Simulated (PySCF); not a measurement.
# CH3FO2Si: the cost of one run

Computed with PySCF 2.14.0, with density-fitted response routines of our own, on a single molecule in the gas phase. Atoms count from 0, in the outputs and in this text.

**1. The starting structure**

8 atoms, charge 0, multiplicity 1; geometry from: GFN2-xTB. The atoms were then displaced at random by about 0.01 Å, so the start is not that level's minimum.

Bonds of the start (Å): O0–C1 1.21, C1–O2 1.33, O2–Si3 1.60, Si3–F4 1.61, C1–H5 1.11, Si3–H6 1.46, Si3–H7 1.45.

**2. Geometry optimisation at PBE0-D3(BJ)/def2-SVP**

The job: settings as JSON, then the geometry in Å.

```
{"job": {"xc": "PBE0", "basis": "def2-SVP", "d3": "d3bj", "grid": 1, "shake": 0.01, "kind": "geom"}, "charge": 0, "multiplicity": 1}
O      1.696170    -1.034810    -0.543140
C      1.509480     0.084470    -0.114050
O      0.336240     0.619040     0.192200
Si    -1.096730    -0.091910     0.062810
F     -2.029810     1.100830     0.602650
H      2.331920     0.805120     0.081540
H     -1.239240    -1.199830     0.995160
H     -1.452910    -0.302040    -1.329630
```

Command:

```sh
OMP_NUM_THREADS=1 python probes_run.py task.json out
```

The driver reads the jobs from task.json and runs them one after another.

**Question.** How long does this first job take on 1 thread of Arm Neoverse V1, shared host, and how much memory does it need?

About 24 s, with a peak of 0.38 GiB.
